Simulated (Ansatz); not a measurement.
Predict the output of the script below (the Ansatz DFT code, driven from Python).

The script, `md_albh5no.py`:
```python
"""A short Born-Oppenheimer trajectory of AlBH5NO."""

import ansatz as az
import numpy as np

BASIS = "6-31G"
XC = "B3LYP"
N_STEPS = 40
TEMPERATURE_K = 500


def main() -> None:
    geometry = (
        az.Crystal.molecule()
        .atom("O", [-0.4985, 2.0448, -0.4971])
        .atom("B", [0.1923, 0.9373, -0.002])
        .atom("N", [-0.5732, -0.1797, 0.7029])
        .atom("Al", [-0.1278, -1.7944, -0.2398])
        .atom("H", [-0.5595, 2.7239, 0.2281])
        .atom("H", [1.3732, 0.9229, -0.117])
        .atom("H", [-0.0797, -0.2749, 1.6659])
        .atom("H", [1.3045, -2.4124, -0.1697])
        .atom("H", [-0.9428, -2.0138, -1.5883])
    )

    setup = geometry.calculation().basis(gaussian=BASIS).functional(XC)
    symbols = [site.symbol for site in geometry.cartesian_sites]
    start = np.array([site.position_ang for site in geometry.cartesian_sites], dtype=float)
    summary = setup.relax(force_tolerance=0.02).run().report
    end = np.array(summary["positions_ang"])
    minimum = az.Crystal.molecule()
    for symbol, place in zip(symbols, end):
        minimum = minimum.atom(symbol, place.tolist())

    # dynamics from the relaxed geometry
    setup = (
        minimum.calculation()
        .basis(gaussian=BASIS)
        .functional(XC)
        .md("nve", timestep=0.25, steps=N_STEPS, temperature=TEMPERATURE_K, initial_velocities="maxwell_boltzmann", seed=27)
    )
    frames = []
    res = setup.session().plan().execute(on_event=lambda e: frames.append(e["data"]) if e["event"] == "md_step" else None)
    print("t (fs)   E_pot (eV)      E_kin (eV)   T (K)   d(0-1) (A)")
    for f in frames[::1]:
        xyz = np.array(f["positions_ang"])
        print(f"{f['time_fs']:6.2f} {f['lagrangian_ev']:14.5f} {f['e_kin_ev']:10.5f} {f['temperature_k']:8.1f} {np.linalg.norm(xyz[0] - xyz[1]):9.4f}")
    kept = np.array([f["conserved_ev"] for f in frames])
    print(f"conserved energy moves by at most {1000 * np.ptp(kept):.3f} meV")
    symbols = [site.symbol for site in geometry.cartesian_sites]
    with open("last_frame.xyz", "w") as handle:
        handle.write(f"{len(symbols)}\nt = {frames[-1]['time_fs']} fs\n")
        handle.writelines("{:2s} {:10.5f} {:10.5f} {:10.5f}\n".format(s, *xyz) for s, xyz in zip(symbols, frames[-1]["positions_ang"]))


if __name__ == "__main__":
    main()
```

```console
$ python md_albh5no.py
t (fs)   E_pot (eV)      E_kin (eV)   T (K)   d(0-1) (A)
  0.00   -10893.00940    0.45241    500.0    1.3854
  0.25   -10893.00588    0.44894    496.2    1.3859
  0.50   -10892.99584    0.43897    485.2    1.3864
  0.75   -10892.98037    0.42360    468.2    1.3870
  1.00   -10892.96091    0.40424    446.8    1.3875
  1.25   -10892.93908    0.38251    422.8    1.3880
  1.50   -10892.91655    0.36008    398.0    1.3886
  1.75   -10892.89489    0.33851    374.1    1.3891
  2.00   -10892.87547    0.31916    352.7    1.3897
  2.25   -10892.85938    0.30312    335.0    1.3902
  2.50   -10892.84739    0.29115    321.8    1.3908
  2.75   -10892.83986    0.28362    313.5    1.3913
  3.00   -10892.83679    0.28053    310.0    1.3918
  3.25   -10892.83778    0.28148    311.1    1.3924
  3.50   -10892.84210    0.28572    315.8    1.3929
  3.75   -10892.84867    0.29222    323.0    1.3934
  4.00   -10892.85623    0.29968    331.2    1.3939
  4.25   -10892.86332    0.30668    338.9    1.3944
  4.50   -10892.86851    0.31178    344.6    1.3949
  4.75   -10892.87045    0.31365    346.6    1.3953
  5.00   -10892.86808    0.31123    344.0    1.3958
  5.25   -10892.86076    0.30390    335.9    1.3962
  5.50   -10892.84838    0.29155    322.2    1.3965
  5.75   -10892.83152    0.27476    303.7    1.3969
  6.00   -10892.81137    0.25472    281.5    1.3972
  6.25   -10892.78972    0.23320    257.7    1.3975
  6.50   -10892.76874    0.21237    234.7    1.3977
  6.75   -10892.75068    0.19443    214.9    1.3979
  7.00   -10892.73750    0.18134    200.4    1.3981
  7.25   -10892.73057    0.17443    192.8    1.3982
  7.50   -10892.73038    0.17421    192.5    1.3983
  7.75   -10892.73648    0.18023    199.2    1.3984
  8.00   -10892.74755    0.19118    211.3    1.3985
  8.25   -10892.76167    0.20517    226.8    1.3985
  8.50   -10892.77667    0.22003    243.2    1.3985
  8.75   -10892.79044    0.23371    258.3    1.3985
  9.00   -10892.80131    0.24450    270.2    1.3985
  9.25   -10892.80814    0.25131    277.7    1.3985
  9.50   -10892.81046    0.25365    280.3    1.3986
  9.75   -10892.80840    0.25163    278.1    1.3986
 10.00   -10892.80259    0.24589    271.8    1.3986
conserved energy moves by at most 0.851 meV
```

File `last_frame.xyz` afterwards:
```text
9
t = 10.0 fs
O    -0.49468    1.81478   -0.49224
B     0.42943    1.21825    0.37157
N     0.52404   -0.20880    0.56207
Al   -0.30356   -1.52373   -0.30911
H    -1.11945    1.21605   -0.98297
H     1.34524    1.91091    0.81676
H     1.16694   -0.52393    1.31078
H     0.16126   -3.06676   -0.25660
H    -1.53133   -1.19610   -1.27258
```

Total energies depend on the basis set; only differences at equal settings carry meaning. The trajectory is only some femtoseconds long, so its temperature is not equilibrated; where the script doesn't relax first, it starts from a rough generated geometry. b3lyp holds the VWN-RPA fit, as in Gaussian; the form of ORCA and Turbomole is b3lyp5. The temperature counts the internal degrees of freedom alone. Run time: 2.3 min on 1 thread of Arm Neoverse V1, on a shared host, peak memory 0.22 GiB.
